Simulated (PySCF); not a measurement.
# TcO4−: NMR shieldings

Aim: compute the NMR shieldings of TcO4− (`[O]=[Tc](=[O])(=[O])[O-]`).

Computed with PySCF 2.14.0 and routines of our own; the level stands in each step. Atoms count from 0.

### 1 The starting structure

5 atoms, charge -1, multiplicity 1; geometry from: GFN2-xTB.

### 2 Relaxing the molecule at PBE0-D3(BJ)/def2-SVP

The job: settings as JSON, then the geometry in Å.

```
{"job": {"xc": "PBE0", "basis": "def2-SVP", "d3": "d3bj", "grid": 1, "maxiter": 30, "shake": 0.01, "kind": "geom"}, "charge": -1, "multiplicity": 1}
O      0.343060    -1.218700     1.119370
Tc    -0.003920    -0.003970    -0.005520
O     -0.362050     1.424200     0.779950
O      1.365960     0.218400    -0.987050
O     -1.309490    -0.453910    -0.944630
```

Run with:

```sh
OMP_NUM_THREADS=1 python heavy_run.py task.json out
```

This one command runs all jobs of the session in turn.

Output:

```text
step   0  E = -381.29745885  max force = 0.031391
step   1  E = -381.29883428  max force = 0.016710
step   2  E = -381.29933165  max force = 0.005007
step   3  E = -381.29943219  max force = 0.000832
step   4  E = -381.29943618  max force = 0.000388
optimisation converged
```

Wall time 28 s (1 thread of Arm Neoverse N1, shared host); peak memory 0.37 GiB.

Step by step:

```
step  energy from step 0 (eV)  largest force component (eV/Å)
   0                   0.0000                          1.6142
   1                  -0.0374                          0.8593
   2                  -0.0510                          0.2575
   3                  -0.0537                          0.0428
   4                  -0.0538                          0.0200
```

Distances of close pairs at the start and the end, largest changes first:

```csv
bond,before (Å),after (Å),change (Å)
Tc1–O2,1.669,1.699,+0.030
Tc1–O4,1.670,1.699,+0.029
O0–Tc1,1.692,1.699,+0.007
Tc1–O3,1.700,1.699,-0.001
```

The end geometry stands in the next job.

```csv
at the end point,value
point group (found at 0.08 Å tolerance),Td
"rotational constants (GHz, main isotopes)","4.107, 4.105, 4.104"
```

### 3 NMR shieldings: PBE/pcJ-1 Tc:dyall-v2z (PBE), spin–orbit

The job: settings as JSON, then the geometry in Å.

```
{"job": {"kind": "hnmr", "xc": "PBE", "basis": {"default": "pcJ-1", "Tc": "dyall-v2z"}, "rel": "so"}, "charge": -1, "multiplicity": 1}
O      0.327730    -1.180709     1.148387
Tc     0.000842     0.019976    -0.007937
O     -0.375920     1.476668     0.780730
O      1.366887     0.246356    -0.991782
O     -1.316518    -0.461402    -0.967019
```

With the program's defaults for keys left out, this is: PBE/pcJ-1 Tc:dyall-v2z GIAO NMR shielding, X2C with spin-orbit coupling, screened-nuclear two-electron part, Gaussian nuclei, gas phase.

Output:

```text
spin-free SCF
coarse grid: 28896 points
cycle   1  E = -4582.6070712334  dE =  3.126e+00  |g| = 4.239e+00  |ddm| = 2.375e+00
cycle   2  E = -4557.7216416699  dE =  2.489e+01  |g| = 1.385e+01  |ddm| = 1.010e+01
cycle   3  E = -4579.9474383459  dE = -2.223e+01  |g| = 6.250e+00  |ddm| = 7.470e+00
cycle   4  E = -4582.4235297816  dE = -2.476e+00  |g| = 4.498e+00  |ddm| = 2.585e+00
cycle   5  E = -4585.0128607092  dE = -2.589e+00  |g| = 2.549e+00  |ddm| = 2.389e+00
cycle   6  E = -4586.0672165087  dE = -1.054e+00  |g| = 5.528e-01  |ddm| = 1.168e+00
cycle   7  E = -4585.8875114759  dE =  1.797e-01  |g| = 1.112e+00  |ddm| = 6.633e-01
cycle   8  E = -4586.1150251550  dE = -2.275e-01  |g| = 1.717e-01  |ddm| = 5.304e-01
cycle   9  E = -4586.1176583602  dE = -2.633e-03  |g| = 1.053e-01  |ddm| = 9.568e-02
cycle  10  E = -4586.1174147898  dE =  2.436e-04  |g| = 1.102e-01  |ddm| = 9.631e-02
cycle  11  E = -4586.1196816250  dE = -2.267e-03  |g| = 1.822e-02  |ddm| = 5.516e-02
cycle  12  E = -4586.1197415452  dE = -5.992e-05  |g| = 2.737e-03  |ddm| = 9.966e-03
cycle  13  E = -4586.1197425729  dE = -1.028e-06  |g| = 1.130e-03  |ddm| = 1.036e-03
final grid: 59056 points
cycle  14  E = -4586.1194661900  dE =  5.282e-06  |g| = 6.457e-03  |ddm| = 3.719e-03
cycle  15  E = -4586.1192651162  dE =  2.011e-04  |g| = 3.263e-02  |ddm| = 1.872e-02
cycle  16  E = -4586.1194735779  dE = -2.085e-04  |g| = 5.428e-04  |ddm| = 1.591e-02
cycle  17  E = -4586.1194733836  dE =  1.942e-07  |g| = 1.281e-03  |ddm| = 6.620e-04
cycle  18  E = -4586.1194736156  dE = -2.320e-07  |g| = 2.734e-04  |ddm| = 5.372e-04
cycle  19  E = -4586.1194736269  dE = -1.128e-08  |g| = 5.487e-05  |ddm| = 1.223e-04
cycle  20  E = -4586.1194736274  dE = -5.493e-10  |g| = 1.341e-05  |ddm| = 3.055e-05
converged SCF energy = -4586.1194736274
two-component SCF
cycle   1  E = -4585.8676918111  dE = -4.586e+03  |FDS-SDF| = 5.315e+01
cycle   2  E = -4586.4268326527  dE = -5.591e-01  |FDS-SDF| = 2.511e-02
cycle   3  E = -4586.4268213083  dE =  1.134e-05  |FDS-SDF| = 1.194e-02
cycle   4  E = -4586.4267008214  dE =  1.205e-04  |FDS-SDF| = 3.031e-02
cycle   5  E = -4586.4268324831  dE = -1.317e-04  |FDS-SDF| = 3.717e-03
cycle   6  E = -4586.4268346880  dE = -2.205e-06  |FDS-SDF| = 5.172e-04
cycle   7  E = -4586.4268347128  dE = -2.477e-08  |FDS-SDF| = 3.675e-04
cycle   8  E = -4586.4268347385  dE = -2.568e-08  |FDS-SDF| = 4.706e-05
converged, E = -4586.4268347385

Field gradients (au) and densities at the nuclei (bohr^-3)
atom        Vxx        Vyy        Vzz        centre      nuclear mean
  0 O     -0.1340    -0.1357     0.2697        312.123        312.113
  1 Tc     0.0009     0.0064    -0.0073      98674.466      96988.529
  2 O     -0.1347    -0.1358     0.2705        312.123        312.113
  3 O     -0.1343    -0.1348     0.2691        312.123        312.113
  4 O     -0.1343    -0.1358     0.2701        312.123        312.113
without picture change
  1 Tc                          -0.0077                    193958.779

Core orbital energies (eV)
atom   shell        mean    spread
  1 Tc 1s       -20831.025   0.000
  1 Tc 2s        -2968.541   0.000
  1 Tc 3s         -513.408   0.000
  1 Tc 4s          -68.807   0.000
  1 Tc 2p1/2     -2736.415   0.000
  1 Tc 2p3/2     -2619.061   0.000
  1 Tc 3p1/2      -424.380   0.000
  1 Tc 3p3/2      -404.669   0.000
  1 Tc 4p1/2       -42.998   0.000
  1 Tc 4p3/2       -40.116   0.001
  1 Tc 3d3/2      -247.343   0.000
  1 Tc 3d5/2      -243.637   0.003

vertical triplet (scalar unrestricted SCF): 4.034 eV

Shielding tensors (ppm)
atom      isotropic    diamagn.    paramagn.     s11        s22        s33       span
  0 O      -398.54      404.42     -802.95    -410.45    -409.24    -375.92      34.53
  1 Tc    -1004.63     3889.17    -4893.80   -1005.88   -1005.16   -1002.86       3.02
  2 O      -398.48      404.39     -802.87    -410.19    -409.24    -376.00      34.18
  3 O      -398.61      404.41     -803.01    -410.16    -409.82    -375.83      34.34
  4 O      -398.75      404.41     -803.16    -410.62    -409.59    -376.05      34.57
```

Wall time 88 s (1 thread of Arm Neoverse N1, shared host); peak memory 0.93 GiB.

Key values:

```
                       quantity       value
energy from spin-orbit coupling  -0.3074 Eh
```

### 4 NMR shieldings: KT2/pcJ-1 Tc:dyall-v2z (KT2), spin–orbit

The job: settings as JSON, then the geometry in Å.

```
{"job": {"kind": "hnmr", "xc": "KT2", "basis": {"default": "pcJ-1", "Tc": "dyall-v2z"}, "rel": "so"}, "charge": -1, "multiplicity": 1}
O      0.327730    -1.180709     1.148387
Tc     0.000842     0.019976    -0.007937
O     -0.375920     1.476668     0.780730
O      1.366887     0.246356    -0.991782
O     -1.316518    -0.461402    -0.967019
```

With the program's defaults for keys left out, this is: KT2/pcJ-1 Tc:dyall-v2z GIAO NMR shielding, X2C with spin-orbit coupling, screened-nuclear two-electron part, Gaussian nuclei, gas phase.

Output:

```text
spin-free SCF
coarse grid: 28896 points
cycle   1  E = -4601.4935186083  dE =  3.093e+00  |g| = 4.205e+00  |ddm| = 2.336e+00
cycle   2  E = -4577.5286033187  dE =  2.396e+01  |g| = 1.333e+01  |ddm| = 9.754e+00
cycle   3  E = -4598.8367627732  dE = -2.131e+01  |g| = 6.099e+00  |ddm| = 7.147e+00
cycle   4  E = -4601.2049781344  dE = -2.368e+00  |g| = 4.405e+00  |ddm| = 2.619e+00
cycle   5  E = -4603.8265398049  dE = -2.622e+00  |g| = 2.506e+00  |ddm| = 2.441e+00
cycle   6  E = -4604.8991609222  dE = -1.073e+00  |g| = 5.313e-01  |ddm| = 1.238e+00
cycle   7  E = -4604.7255466518  dE =  1.736e-01  |g| = 1.078e+00  |ddm| = 6.829e-01
cycle   8  E = -4604.9488660168  dE = -2.233e-01  |g| = 1.308e-01  |ddm| = 5.457e-01
cycle   9  E = -4604.9482189788  dE =  6.470e-04  |g| = 1.353e-01  |ddm| = 1.199e-01
cycle  10  E = -4604.9506412002  dE = -2.422e-03  |g| = 8.064e-02  |ddm| = 9.929e-02
cycle  11  E = -4604.9518758009  dE = -1.235e-03  |g| = 1.153e-02  |ddm| = 4.002e-02
cycle  12  E = -4604.9519054057  dE = -2.960e-05  |g| = 1.386e-03  |ddm| = 7.017e-03
cycle  13  E = -4604.9519055105  dE = -1.048e-07  |g| = 9.978e-04  |ddm| = 8.822e-04
final grid: 59056 points
cycle  14  E = -4604.9476390953  dE = -2.342e-04  |g| = 4.648e-01  |ddm| = 3.342e-03
cycle  15  E = -4604.9475006535  dE =  1.384e-04  |g| = 2.855e-02  |ddm| = 1.561e-02
cycle  16  E = -4604.9436899843  dE =  3.811e-03  |g| = 1.403e-01  |ddm| = 8.202e-02
cycle  17  E = -4604.9476413656  dE = -3.951e-03  |g| = 4.428e-03  |ddm| = 6.927e-02
cycle  18  E = -4604.9476441481  dE = -2.782e-06  |g| = 1.423e-03  |ddm| = 2.181e-03
cycle  19  E = -4604.9476444182  dE = -2.702e-07  |g| = 5.267e-04  |ddm| = 6.719e-04
cycle  20  E = -4604.9476444250  dE = -6.759e-09  |g| = 4.705e-04  |ddm| = 4.520e-04
cycle  21  E = -4604.9476444692  dE = -4.422e-08  |g| = 3.513e-05  |ddm| = 2.239e-04
cycle  22  E = -4604.9476444695  dE = -2.565e-10  |g| = 4.126e-06  |ddm| = 1.752e-05
converged SCF energy = -4604.9476444695
two-component SCF
cycle   1  E = -4604.6949509422  dE = -4.605e+03  |FDS-SDF| = 5.327e+01
cycle   2  E = -4605.2552304959  dE = -5.603e-01  |FDS-SDF| = 2.570e-02
cycle   3  E = -4605.2552198925  dE =  1.060e-05  |FDS-SDF| = 1.142e-02
cycle   4  E = -4605.2550977616  dE =  1.221e-04  |FDS-SDF| = 3.016e-02
cycle   5  E = -4605.2552303214  dE = -1.326e-04  |FDS-SDF| = 3.632e-03
cycle   6  E = -4605.2552324995  dE = -2.178e-06  |FDS-SDF| = 2.140e-04
cycle   7  E = -4605.2552324890  dE =  1.049e-08  |FDS-SDF| = 2.990e-04
cycle   8  E = -4605.2552325063  dE = -1.722e-08  |FDS-SDF| = 6.757e-05
converged, E = -4605.2552325063

Field gradients (au) and densities at the nuclei (bohr^-3)
atom        Vxx        Vyy        Vzz        centre      nuclear mean
  0 O     -0.1398    -0.1417     0.2815        321.178        321.167
  1 Tc     0.0008     0.0061    -0.0070     100926.922      99017.242
  2 O     -0.1407    -0.1419     0.2826        321.178        321.167
  3 O     -0.1401    -0.1407     0.2808        321.178        321.167
  4 O     -0.1401    -0.1418     0.2819        321.177        321.167
without picture change
  1 Tc                          -0.0073                    198094.722

Core orbital energies (eV)
atom   shell        mean    spread
  1 Tc 1s       -20891.423   0.000
  1 Tc 2s        -2981.669   0.000
  1 Tc 3s         -518.197   0.000
  1 Tc 4s          -69.355   0.000
  1 Tc 2p1/2     -2746.579   0.000
  1 Tc 2p3/2     -2628.868   0.000
  1 Tc 3p1/2      -428.096   0.000
  1 Tc 3p3/2      -408.286   0.000
  1 Tc 4p1/2       -43.324   0.000
  1 Tc 4p3/2       -40.473   0.001
  1 Tc 3d3/2      -250.179   0.000
  1 Tc 3d5/2      -246.444   0.006

Shielding tensors (ppm)
atom      isotropic    diamagn.    paramagn.     s11        s22        s33       span
  0 O      -389.80      408.17     -797.97    -400.34    -399.15    -369.90      30.44
  1 Tc     -961.50     3896.14    -4857.64    -962.67    -962.07    -959.74       2.93
  2 O      -389.74      408.15     -797.89    -400.08    -399.14    -370.01      30.07
  3 O      -389.87      408.16     -798.03    -400.07    -399.73    -369.81      30.26
  4 O      -390.01      408.16     -798.18    -400.53    -399.49    -370.01      30.52
```

Run time: 67 s. Hardware: 1 thread of Arm Neoverse N1, shared host; peak memory 0.97 GiB.

In short:

| quantity | value |
| --- | --- |
| energy from spin-orbit coupling | -0.3076 Eh |

### 5 NMR shieldings: B3LYP/pcJ-1 Tc:dyall-v2z (B3LYP), spin–orbit

The job: settings as JSON, then the geometry in Å.

```
{"job": {"kind": "hnmr", "xc": "B3LYP", "basis": {"default": "pcJ-1", "Tc": "dyall-v2z"}, "rel": "so"}, "charge": -1, "multiplicity": 1}
O      0.327730    -1.180709     1.148387
Tc     0.000842     0.019976    -0.007937
O     -0.375920     1.476668     0.780730
O      1.366887     0.246356    -0.991782
O     -1.316518    -0.461402    -0.967019
```

Level: B3LYP/pcJ-1 Tc:dyall-v2z GIAO NMR shielding, X2C with spin-orbit coupling, screened-nuclear two-electron part, Gaussian nuclei, gas phase.

Output:

```text
spin-free SCF
coarse grid: 28896 points
cycle   1  E = -4583.6701295940  dE =  2.562e+00  |g| = 4.050e+00  |ddm| = 2.372e+00
cycle   2  E = -4563.8493144011  dE =  1.982e+01  |g| = 1.252e+01  |ddm| = 8.731e+00
cycle   3  E = -4583.3449415532  dE = -1.950e+01  |g| = 4.763e+00  |ddm| = 6.466e+00
cycle   4  E = -4585.5116821228  dE = -2.167e+00  |g| = 2.720e+00  |ddm| = 1.868e+00
cycle   5  E = -4586.3983726850  dE = -8.867e-01  |g| = 1.501e+00  |ddm| = 1.544e+00
cycle   6  E = -4586.7799638786  dE = -3.816e-01  |g| = 1.700e-01  |ddm| = 6.339e-01
cycle   7  E = -4586.7643444421  dE =  1.562e-02  |g| = 3.273e-01  |ddm| = 2.052e-01
cycle   8  E = -4586.7844035940  dE = -2.006e-02  |g| = 3.814e-02  |ddm| = 1.642e-01
cycle   9  E = -4586.7846546605  dE = -2.511e-04  |g| = 1.481e-02  |ddm| = 2.141e-02
cycle  10  E = -4586.7846738705  dE = -1.921e-05  |g| = 1.059e-02  |ddm| = 1.113e-02
cycle  11  E = -4586.7846941759  dE = -2.031e-05  |g| = 1.708e-03  |ddm| = 5.362e-03
cycle  12  E = -4586.7846947794  dE = -6.035e-07  |g| = 2.907e-04  |ddm| = 1.073e-03
final grid: 59056 points
cycle  13  E = -4586.7843353294  dE = -7.001e-07  |g| = 1.044e-03  |ddm| = 1.132e-03
cycle  14  E = -4586.7843327904  dE =  2.539e-06  |g| = 3.839e-03  |ddm| = 2.242e-03
cycle  15  E = -4586.7843355276  dE = -2.737e-06  |g| = 6.942e-05  |ddm| = 1.764e-03
cycle  16  E = -4586.7843355280  dE = -4.384e-10  |g| = 4.471e-05  |ddm| = 6.177e-05
converged SCF energy = -4586.7843355280
two-component SCF
cycle   1  E = -4586.5326093092  dE = -4.587e+03  |FDS-SDF| = 5.313e+01
cycle   2  E = -4587.0913412559  dE = -5.587e-01  |FDS-SDF| = 1.565e-01
cycle   3  E = -4587.0915405852  dE = -1.993e-04  |FDS-SDF| = 6.942e-03
cycle   4  E = -4587.0915441585  dE = -3.573e-06  |FDS-SDF| = 9.358e-03
cycle   5  E = -4587.0915524051  dE = -8.247e-06  |FDS-SDF| = 4.300e-03
cycle   6  E = -4587.0915559259  dE = -3.521e-06  |FDS-SDF| = 1.028e-03
cycle   7  E = -4587.0915564504  dE = -5.245e-07  |FDS-SDF| = 1.927e-04
cycle   8  E = -4587.0915564655  dE = -1.515e-08  |FDS-SDF| = 1.224e-04
cycle   9  E = -4587.0915564680  dE = -2.426e-09  |FDS-SDF| = 9.080e-05
cycle  10  E = -4587.0915564696  dE = -1.664e-09  |FDS-SDF| = 1.553e-05
converged, E = -4587.0915564696

Field gradients (au) and densities at the nuclei (bohr^-3)
atom        Vxx        Vyy        Vzz        centre      nuclear mean
  0 O     -0.1417    -0.1436     0.2852        311.731        311.721
  1 Tc     0.0009     0.0065    -0.0074      98648.528      96954.628
  2 O     -0.1424    -0.1437     0.2861        311.731        311.721
  3 O     -0.1420    -0.1425     0.2845        311.731        311.721
  4 O     -0.1420    -0.1437     0.2857        311.731        311.720
without picture change
  1 Tc                          -0.0077                    193868.920

Core orbital energies (eV)
atom   shell        mean    spread
  1 Tc 1s       -20897.814   0.000
  1 Tc 2s        -2994.929   0.000
  1 Tc 3s         -525.625   0.000
  1 Tc 4s          -73.425   0.000
  1 Tc 2p1/2     -2759.724   0.000
  1 Tc 2p3/2     -2641.824   0.000
  1 Tc 3p1/2      -435.050   0.000
  1 Tc 3p3/2      -415.094   0.000
  1 Tc 4p1/2       -46.469   0.000
  1 Tc 4p3/2       -43.495   0.001
  1 Tc 3d3/2      -254.973   0.000
  1 Tc 3d5/2      -251.211   0.001

Shielding tensors (ppm)
atom      isotropic    diamagn.    paramagn.     s11        s22        s33       span
  0 O      -478.27      405.31     -883.58    -506.81    -505.37    -422.63      84.18
  1 Tc    -1239.25     3887.60    -5126.84   -1240.54   -1239.95   -1237.25       3.29
  2 O      -478.22      405.29     -883.51    -506.54    -505.42    -422.71      83.83
  3 O      -478.31      405.30     -883.62    -506.41    -505.99    -422.54      83.88
  4 O      -478.53      405.30     -883.84    -507.03    -505.79    -422.79      84.24
```

It took 3.3 min on 1 thread of Arm Neoverse N1, shared host; peak memory 1.2 GiB.

Key values:

| quantity | value |
| --- | --- |
| energy from spin-orbit coupling | -0.3072 Eh |

### 6 NMR shieldings: BHandHLYP/pcJ-1 Tc:dyall-v2z (BHandHLYP), spin–orbit

The job: settings as JSON, then the geometry in Å.

```
{"job": {"kind": "hnmr", "xc": "BHandHLYP", "basis": {"default": "pcJ-1", "Tc": "dyall-v2z"}, "rel": "so"}, "charge": -1, "multiplicity": 1}
O      0.327730    -1.180709     1.148387
Tc     0.000842     0.019976    -0.007937
O     -0.375920     1.476668     0.780730
O      1.366887     0.246356    -0.991782
O     -1.316518    -0.461402    -0.967019
```

Level: BHandHLYP/pcJ-1 Tc:dyall-v2z GIAO NMR shielding, X2C with spin-orbit coupling, screened-nuclear two-electron part, Gaussian nuclei, gas phase.

Output:

```text
spin-free SCF
coarse grid: 28896 points
cycle   1  E = -4583.9427627999  dE =  1.729e+00  |g| = 3.724e+00  |ddm| = 2.381e+00
cycle   2  E = -4571.4725332362  dE =  1.247e+01  |g| = 1.037e+01  |ddm| = 6.506e+00
cycle   3  E = -4585.8374016659  dE = -1.436e+01  |g| = 2.021e+00  |ddm| = 4.491e+00
cycle   4  E = -4586.4371537206  dE = -5.998e-01  |g| = 3.844e-01  |ddm| = 6.536e-01
cycle   5  E = -4586.4475404900  dE = -1.039e-02  |g| = 1.891e-01  |ddm| = 1.200e-01
cycle   6  E = -4586.4514452656  dE = -3.905e-03  |g| = 1.014e-01  |ddm| = 9.499e-02
cycle   7  E = -4586.4533299859  dE = -1.885e-03  |g| = 1.192e-02  |ddm| = 4.808e-02
cycle   8  E = -4586.4533428444  dE = -1.286e-05  |g| = 5.989e-03  |ddm| = 4.550e-03
cycle   9  E = -4586.4533475274  dE = -4.683e-06  |g| = 2.530e-03  |ddm| = 2.224e-03
final grid: 59056 points
cycle  10  E = -4586.4530817403  dE =  4.790e-06  |g| = 6.390e-03  |ddm| = 3.680e-03
cycle  11  E = -4586.4530463212  dE =  3.542e-05  |g| = 1.667e-02  |ddm| = 9.042e-03
cycle  12  E = -4586.4530880295  dE = -4.171e-05  |g| = 4.596e-04  |ddm| = 6.476e-03
cycle  13  E = -4586.4530880659  dE = -3.637e-08  |g| = 1.262e-04  |ddm| = 2.422e-04
cycle  14  E = -4586.4530880704  dE = -4.480e-09  |g| = 3.372e-05  |ddm| = 9.254e-05
converged SCF energy = -4586.4530880704
two-component SCF
cycle   1  E = -4586.2016582133  dE = -4.586e+03  |FDS-SDF| = 5.309e+01
cycle   2  E = -4586.7585681439  dE = -5.569e-01  |FDS-SDF| = 3.792e-01
cycle   3  E = -4586.7593986227  dE = -8.305e-04  |FDS-SDF| = 1.688e-02
cycle   4  E = -4586.7594600551  dE = -6.143e-05  |FDS-SDF| = 5.667e-03
cycle   5  E = -4586.7594814930  dE = -2.144e-05  |FDS-SDF| = 4.635e-03
cycle   6  E = -4586.7594910196  dE = -9.527e-06  |FDS-SDF| = 2.602e-03
cycle   7  E = -4586.7594967697  dE = -5.750e-06  |FDS-SDF| = 1.019e-03
cycle   8  E = -4586.7594974362  dE = -6.665e-07  |FDS-SDF| = 2.704e-04
cycle   9  E = -4586.7594975366  dE = -1.004e-07  |FDS-SDF| = 1.274e-04
cycle  10  E = -4586.7594975561  dE = -1.946e-08  |FDS-SDF| = 6.116e-05
converged, E = -4586.7594975561

Field gradients (au) and densities at the nuclei (bohr^-3)
atom        Vxx        Vyy        Vzz        centre      nuclear mean
  0 O     -0.1702    -0.1722     0.3424        311.404        311.393
  1 Tc     0.0007     0.0067    -0.0074      98563.594      96874.973
  2 O     -0.1708    -0.1724     0.3432        311.404        311.393
  3 O     -0.1705    -0.1711     0.3415        311.404        311.393
  4 O     -0.1706    -0.1724     0.3431        311.403        311.393
without picture change
  1 Tc                          -0.0078                    193691.716

Core orbital energies (eV)
atom   shell        mean    spread
  1 Tc 1s       -20998.049   0.000
  1 Tc 2s        -3034.037   0.000
  1 Tc 3s         -544.116   0.000
  1 Tc 4s          -80.007   0.000
  1 Tc 2p1/2     -2793.248   0.000
  1 Tc 2p3/2     -2674.583   0.000
  1 Tc 3p1/2      -450.862   0.000
  1 Tc 3p3/2      -430.553   0.000
  1 Tc 4p1/2       -51.335   0.000
  1 Tc 4p3/2       -48.268   0.001
  1 Tc 3d3/2      -265.945   0.000
  1 Tc 3d5/2      -262.104   0.011

Shielding tensors (ppm)
atom      isotropic    diamagn.    paramagn.     s11        s22        s33       span
  0 O      -571.61      404.81     -976.42    -630.59    -628.77    -455.46     175.12
  1 Tc    -1515.62     3885.62    -5401.24   -1516.95   -1516.59   -1513.33       3.61
  2 O      -571.60      404.79     -976.39    -630.35    -628.92    -455.53     174.82
  3 O      -571.65      404.81     -976.45    -630.03    -629.50    -455.42     174.60
  4 O      -571.93      404.80     -976.74    -630.87    -629.29    -455.63     175.24
```

Wall time 3.8 min (1 thread of Arm Neoverse N1, shared host); peak memory 1.2 GiB.

From this job:

```
                       quantity       value
energy from spin-orbit coupling  -0.3064 Eh
```

### 7 Shieldings side by side

| run | Tc1 | O4 | O2 | O0 | O3 | time |
| --- | --- | --- | --- | --- | --- | --- |
| step 3, PBE/pcJ-1 Tc:dyall-v2z (PBE), spin–orbit | -1004.6 | -398.8 | -398.5 | -398.5 | -398.6 | 88 s |
| step 4, KT2/pcJ-1 Tc:dyall-v2z (KT2), spin–orbit | -961.5 | -390.0 | -389.7 | -389.8 | -389.9 | 67 s |
| step 5, B3LYP/pcJ-1 Tc:dyall-v2z (B3LYP), spin–orbit | -1239.2 | -478.5 | -478.2 | -478.3 | -478.3 | 3.3 min |
| step 6, BHandHLYP/pcJ-1 Tc:dyall-v2z (BHandHLYP), spin–orbit | -1515.6 | -571.9 | -571.6 | -571.6 | -571.6 | 3.8 min |

### 8 What came out

| quantity | value |
| --- | --- |
| point group | Td |
| rotational constants (main isotopes) | 4.11, 4.11, 4.10 GHz |
| energy from spin-orbit coupling (step 3, PBE/pcJ-1 Tc:dyall-v2z (PBE), spin–orbit) | -0.3074 Eh |
| shieldings (step 3, PBE/pcJ-1 Tc:dyall-v2z (PBE), spin–orbit) | O0 -398.5, Tc1 -1004.6, O2 -398.5, O3 -398.6, O4 -398.8 ppm |
| energy from spin-orbit coupling (step 4, KT2/pcJ-1 Tc:dyall-v2z (KT2), spin–orbit) | -0.3076 Eh |
| shieldings (step 4, KT2/pcJ-1 Tc:dyall-v2z (KT2), spin–orbit) | O0 -389.8, Tc1 -961.5, O2 -389.7, O3 -389.9, O4 -390.0 ppm |
| energy from spin-orbit coupling (step 5, B3LYP/pcJ-1 Tc:dyall-v2z (B3LYP), spin–orbit) | -0.3072 Eh |
| shieldings (step 5, B3LYP/pcJ-1 Tc:dyall-v2z (B3LYP), spin–orbit) | O0 -478.3, Tc1 -1239.2, O2 -478.2, O3 -478.3, O4 -478.5 ppm |
| energy from spin-orbit coupling (step 6, BHandHLYP/pcJ-1 Tc:dyall-v2z (BHandHLYP), spin–orbit) | -0.3064 Eh |
| shieldings (step 6, BHandHLYP/pcJ-1 Tc:dyall-v2z (BHandHLYP), spin–orbit) | O0 -571.6, Tc1 -1515.6, O2 -571.6, O3 -571.6, O4 -571.9 ppm |

Relaxing lowered the energy by 0.054 eV in 4 steps; the bonded pair that moved most is Tc1–O2 (with another pair as far), from 1.669 to 1.699 Å. No frequency check was run at this level, so the end point may be a saddle. Tc1 moves most between the runs, by 554 ppm; the labels say what changes from run to run.
